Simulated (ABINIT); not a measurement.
# WAu (F-43m) in ABINIT: notebook

One crystal, WAu, is run at these levels: PBE; tasks: equation of state.

Program: ABINIT 10.8.3 (patched build). These are calculated values, not measurements. Logs are shortened: lines on timing, memory, paths and dates and some standing lists are left out, and cuts for length are marked. The log counts tension as positive stress, the text compression.

## (1) The crystal as given

The structure is cubic, space group F-43m (No. 216). The conventional cell has a = 5.818 Å, b = 5.818 Å, c = 5.818 Å, α = 90.00°, β = 90.00°, γ = 90.00°. W (site symmetry -43m) has 4 Au at 2.52 Å as nearest neighbours. Around Au (site symmetry -43m) lie 4 W at 2.52 Å.

The cell was built by a generator and needn't be a form met in nature.

## (2) Equation of state, PBE

Contents of run.abi:

```
ndtset 7
getwfk -1
scalecart1 3*0.9795861087
scalecart2 3*0.9864848297
scalecart3 3*0.9932883884
scalecart4 3*1.0000000000
scalecart5 3*1.0066227096
scalecart6 3*1.0131594038
scalecart7 3*1.0196128224

pp_dirpath "./"
pseudos "74_W_14_2.3_2.5_pbe_n_v1.0.psp8, 79_Au_19_2.4_2.5_pbe_n_v1.0.psp8"

acell 3*1.0
rprim
     0.0000000000     5.4976101390     5.4976101390
     5.4976101390     0.0000000000     5.4976101390
     5.4976101390     5.4976101390     0.0000000000
ntypat 2
znucl 74 79
natom 2
typat 1 2
xred
     0.0000000000     0.0000000000     0.0000000000
     0.7500000000     0.7500000000     0.7500000000

ecut 489.804952 eV

kptopt 1
ngkpt 8 8 8
nshiftk 1
shiftk 0.0 0.0 0.0

ixc 11

nband 21
occopt 3
tsmear 0.05 eV

nstep 100
tolvrs 1.0e-10

iomode 3
prtwf 1
prtden 0
prteig 0
prtebands 0
enunit 2
```

Potentials or basis: SPMS NC PBE v1.0.

Run with:

```console
$ abinit run.abi > log 2>&1
```

run.abo:

```text
.Version 10.8.3 of ABINIT
 DATASET    1 : space group F-4 3 m (#216); Bravais cF (face-center cubic)
================================================================================
 Values of the parameters that define the memory need for DATASET  1.
     intxc =       0    ionmov =       0      iscf =       7    lmnmax =       8
     lnmax =       8     mgfft =      30  mpssoang =       4    mqgrid =    3001
     natom =       2  nloc_mem =       1    nspden =       1   nspinor =       1
    nsppol =       1      nsym =      24    n1xccc =    2501    ntypat =       2
    occopt =       3   xclevel =       2
       mpw =        1155          nfft =       27000          nkpt =          29
================================================================================
================================================================================
[... 61 lines left out ...]
 DATASET    7 : space group F-4 3 m (#216); Bravais cF (face-center cubic)
================================================================================
 Values of the parameters that define the memory need for DATASET  7.
     intxc =       0    ionmov =       0      iscf =       7    lmnmax =       8
     lnmax =       8     mgfft =      32  mpssoang =       4    mqgrid =    3001
     natom =       2  nloc_mem =       1    nspden =       1   nspinor =       1
    nsppol =       1      nsym =      24    n1xccc =    2501    ntypat =       2
    occopt =       3   xclevel =       2
       mpw =        1304          nfft =       32768          nkpt =          29
================================================================================
================================================================================

--------------------------------------------------------------------------------
------------- Echo of variables that govern the present computation ------------
--------------------------------------------------------------------------------
 -outvars: echo values of preprocessed input variables --------
            acell      1.0000000000E+00  1.0000000000E+00  1.0000000000E+00 Bohr
              amu      1.83850000E+02  1.96966540E+02
             ecut      1.80000000E+01 Hartree
           enunit           2
           getwfk          -1
              ixc          11
           jdtset        1    2    3    4    5    6    7
         kptrlatt        8    0    0      0    8    0      0    0    8
          kptrlen1     6.09286480E+01
          kptrlen2     6.13577371E+01
          kptrlen3     6.17809073E+01
          kptrlen4     6.21983586E+01
          kptrlen5     6.26102802E+01
          kptrlen6     6.30168519E+01
          kptrlen7     6.34182439E+01
            natom           2
            nband          21
           ndtset           7
            ngfft1         30      30      30
            ngfft2         30      30      30
            ngfft3         30      30      30
            ngfft4         30      30      30
            ngfft5         30      30      30
            ngfft6         32      32      32
            ngfft7         32      32      32
             nkpt          29
            nstep         100
             nsym          24
           ntypat           2
           occopt           3
           prtden           0
        prtebands           0
           prteig           0
            rprim1     0.0000000000E+00  5.3853825232E+00  5.3853825232E+00
                       5.3853825232E+00  0.0000000000E+00  5.3853825232E+00
                       5.3853825232E+00  5.3853825232E+00  0.0000000000E+00
            rprim2     0.0000000000E+00  5.4233090017E+00  5.4233090017E+00
                       5.4233090017E+00  0.0000000000E+00  5.4233090017E+00
                       5.4233090017E+00  5.4233090017E+00  0.0000000000E+00
            rprim3     0.0000000000E+00  5.4607123150E+00  5.4607123150E+00
                       5.4607123150E+00  0.0000000000E+00  5.4607123150E+00
                       5.4607123150E+00  5.4607123150E+00  0.0000000000E+00
            rprim4     0.0000000000E+00  5.4976101390E+00  5.4976101390E+00
                       5.4976101390E+00  0.0000000000E+00  5.4976101390E+00
                       5.4976101390E+00  5.4976101390E+00  0.0000000000E+00
            rprim5     0.0000000000E+00  5.5340192144E+00  5.5340192144E+00
                       5.5340192144E+00  0.0000000000E+00  5.5340192144E+00
                       5.5340192144E+00  5.5340192144E+00  0.0000000000E+00
            rprim6     0.0000000000E+00  5.5699554108E+00  5.5699554108E+00
                       5.5699554108E+00  0.0000000000E+00  5.5699554108E+00
                       5.5699554108E+00  5.5699554108E+00  0.0000000000E+00
            rprim7     0.0000000000E+00  5.6054337903E+00  5.6054337903E+00
                       5.6054337903E+00  0.0000000000E+00  5.6054337903E+00
                       5.6054337903E+00  5.6054337903E+00  0.0000000000E+00
          spgroup         216
           tolvrs      1.00000000E-10
           tsmear      1.83746611E-03 Hartree
            typat      1  2
           xangst1     0.0000000000E+00  0.0000000000E+00  0.0000000000E+00
                       4.2747325520E+00  4.2747325520E+00  4.2747325520E+00
           xangst2     0.0000000000E+00  0.0000000000E+00  0.0000000000E+00
                       4.3048372942E+00  4.3048372942E+00  4.3048372942E+00
           xangst3     0.0000000000E+00  0.0000000000E+00  0.0000000000E+00
                       4.3345267657E+00  4.3345267657E+00  4.3345267657E+00
           xangst4     0.0000000000E+00  0.0000000000E+00  0.0000000000E+00
                       4.3638149970E+00  4.3638149970E+00  4.3638149970E+00
           xangst5     0.0000000000E+00  0.0000000000E+00  0.0000000000E+00
                       4.3927152765E+00  4.3927152765E+00  4.3927152765E+00
           xangst6     0.0000000000E+00  0.0000000000E+00  0.0000000000E+00
                       4.4212402007E+00  4.4212402007E+00  4.4212402007E+00
           xangst7     0.0000000000E+00  0.0000000000E+00  0.0000000000E+00
                       4.4494017255E+00  4.4494017255E+00  4.4494017255E+00
            xcart1     0.0000000000E+00  0.0000000000E+00  0.0000000000E+00
                       8.0780737848E+00  8.0780737848E+00  8.0780737848E+00
            xcart2     0.0000000000E+00  0.0000000000E+00  0.0000000000E+00
                       8.1349635026E+00  8.1349635026E+00  8.1349635026E+00
            xcart3     0.0000000000E+00  0.0000000000E+00  0.0000000000E+00
                       8.1910684725E+00  8.1910684725E+00  8.1910684725E+00
            xcart4     0.0000000000E+00  0.0000000000E+00  0.0000000000E+00
                       8.2464152085E+00  8.2464152085E+00  8.2464152085E+00
            xcart5     0.0000000000E+00  0.0000000000E+00  0.0000000000E+00
                       8.3010288217E+00  8.3010288217E+00  8.3010288217E+00
            xcart6     0.0000000000E+00  0.0000000000E+00  0.0000000000E+00
                       8.3549331161E+00  8.3549331161E+00  8.3549331161E+00
            xcart7     0.0000000000E+00  0.0000000000E+00  0.0000000000E+00
                       8.4081506854E+00  8.4081506854E+00  8.4081506854E+00
             xred      0.0000000000E+00  0.0000000000E+00  0.0000000000E+00
                       7.5000000000E-01  7.5000000000E-01  7.5000000000E-01
            znucl       74.00000   79.00000

================================================================================

 chkinp: Checking input parameters for consistency, jdtset=   1.

 chkinp: Checking input parameters for consistency, jdtset=   2.
[... 33 lines left out ...]
 getcut: wavevector=  0.0000  0.0000  0.0000  ngfft=  30  30  30
         ecut(hartree)=     18.000   => boxcut(ratio)=   2.06476

--- Pseudopotential description ------------------------------------------------
- pspini: atom type   1  psp file is ./74_W_14_2.3_2.5_pbe_n_v1.0.psp8
    8   11    3    4       600   0.00000      pspcod,pspxc,lmax,lloc,mmax,r2well
    5.99000000000000    5.00000000000000    0.00000000000000   rchrg,fchrg,qchrg
     nproj     2     2     2     2
     extension_switch     1

- pspini: atom type   2  psp file is ./79_Au_19_2.4_2.5_pbe_n_v1.0.psp8
    8   11    3    4       500   0.00000      pspcod,pspxc,lmax,lloc,mmax,r2well
    4.99000000000000    5.00000000000000    0.00000000000000   rchrg,fchrg,qchrg
     nproj     2     2     2     1
     extension_switch     1

   4.16239338E+03                                ecore*ucvol(ha*bohr**3)
--------------------------------------------------------------------------------

================================================================================

--- !BeginCycle
iteration_state: {dtset: 1, }
solver: {iscf: 7, nstep: 100, nline: 4, wfoptalg: 0, }
tolerances: {tolvrs: 1.00E-10, }
...
[... 1106 lines left out ...]
-Cartesian components of stress tensor (GPa)         [Pressure= -6.2054E+00 GPa]
- sigma(1 1)=  6.20538876E+00  sigma(3 2)=  0.00000000E+00
- sigma(2 2)=  6.20538876E+00  sigma(3 1)=  0.00000000E+00
- sigma(3 3)=  6.20538876E+00  sigma(2 1)=  0.00000000E+00

== END DATASET(S) ==============================================================
================================================================================

 -outvars: echo values of variables after computation  --------
            acell      1.0000000000E+00  1.0000000000E+00  1.0000000000E+00 Bohr
           etotal1    -2.1923287840E+02
           etotal2    -2.1923462687E+02
           etotal3    -2.1923564140E+02
           etotal4    -2.1923600442E+02
           etotal5    -2.1923578920E+02
           etotal6    -2.1923505899E+02
           etotal7    -2.1923387416E+02
            fcart1     2.4999572561E-29  2.4999572561E-29 -7.4998717683E-29
                      -2.4999572561E-29 -2.4999572561E-29  7.4998717683E-29
            fcart2    -4.6546396230E-29 -4.6546396230E-29  1.3963918869E-28
                       4.6546396230E-29  4.6546396230E-29 -1.3963918869E-28
            fcart3    -0.0000000000E+00 -0.0000000000E+00 -0.0000000000E+00
                      -0.0000000000E+00 -0.0000000000E+00 -0.0000000000E+00
            fcart4     4.8978468008E-29  4.8978468008E-29 -1.4693540403E-28
                      -4.8978468008E-29 -4.8978468008E-29  1.4693540403E-28
            fcart5    -0.0000000000E+00 -0.0000000000E+00 -0.0000000000E+00
                      -0.0000000000E+00 -0.0000000000E+00 -0.0000000000E+00
[... 38 lines left out ...]
                       0.0000000000E+00  0.0000000000E+00  0.0000000000E+00
           xangst1     0.0000000000E+00  0.0000000000E+00  0.0000000000E+00
                       4.2747325520E+00  4.2747325520E+00  4.2747325520E+00
           xangst2     0.0000000000E+00  0.0000000000E+00  0.0000000000E+00
                       4.3048372942E+00  4.3048372942E+00  4.3048372942E+00
           xangst3     0.0000000000E+00  0.0000000000E+00  0.0000000000E+00
                       4.3345267657E+00  4.3345267657E+00  4.3345267657E+00
           xangst4     0.0000000000E+00  0.0000000000E+00  0.0000000000E+00
                       4.3638149970E+00  4.3638149970E+00  4.3638149970E+00
           xangst5     0.0000000000E+00  0.0000000000E+00  0.0000000000E+00
                       4.3927152765E+00  4.3927152765E+00  4.3927152765E+00
           xangst6     0.0000000000E+00  0.0000000000E+00  0.0000000000E+00
                       4.4212402007E+00  4.4212402007E+00  4.4212402007E+00
           xangst7     0.0000000000E+00  0.0000000000E+00  0.0000000000E+00
                       4.4494017255E+00  4.4494017255E+00  4.4494017255E+00
             xred      0.0000000000E+00  0.0000000000E+00  0.0000000000E+00
                       7.5000000000E-01  7.5000000000E-01  7.5000000000E-01
 Calculation completed.
```

Run time: 1.7 min. Hardware: 1 thread of AMD EPYC 9R45 (Zen 5), shared host; peak memory 0.11 GiB.

Results:

```yaml
Equilibrium_volume: 24.68 Å³/atom
Bulk_modulus: 127 GPa
Pressure_derivative_of_the_bulk_modulus: 5.0
```

Energy against volume, from the lowest point:
| volume (Å³/atom) | energy (meV/atom) |
| --- | --- |
| 23.145 | 42.53 |
| 23.637 | 18.74 |
| 24.130 | 4.94 |
| 24.622 | 0.00 |
| 25.115 | 2.93 |
| 25.607 | 12.86 |
| 26.099 | 28.98 |

Caveat: pressures at fixed basis lie under the slope of the energies. The run has no spin-orbit coupling, so splittings on Au, W are missing.

## (3) Equation of state, PBE

run.abi, as its differences from that of step 2:

```diff
@@ -11,3 +11,3 @@
 pp_dirpath "./"
-pseudos "74_W_14_2.3_2.5_pbe_n_v1.0.psp8, 79_Au_19_2.4_2.5_pbe_n_v1.0.psp8"
+pseudos "W.GGA_PBE-JTH.xml, Au.GGA_PBE-JTH.xml"
 
@@ -26,3 +26,6 @@
 
-ecut 489.804952 eV
+ecut 544.227725 eV
+pawecutdg 40.0
+pawxcdev 0
+pawovlp 30
 
@@ -35,3 +38,3 @@
 
-nband 21
+nband 17
 occopt 3
@@ -40,3 +43,3 @@
 nstep 100
-tolvrs 1.0e-10
+tolvrs 1.0e-9
```

Potentials or basis: JTH PAW PBE v2.0.

Run with:

```console
$ abinit run.abi > log 2>&1
```

It took 99 s on 1 thread of AMD EPYC 9R45 (Zen 5), shared host; peak memory 0.17 GiB.

It converged, with:

```yaml
Equilibrium_volume: 24.69 Å³/atom
Bulk_modulus: 126 GPa
Pressure_derivative_of_the_bulk_modulus: 5.2
```

Energy against volume, from the lowest point:
```csv
volume (Å³/atom),energy (meV/atom)
23.145,43.49
23.637,19.32
24.130,5.21
24.622,0.00
25.115,2.69
25.607,12.30
26.099,28.08
```

Caveat: pressures at fixed basis lie under the slope of the energies; the atomic spheres overlap. Spin-orbit coupling is left out, which matters for the levels of Au, W.
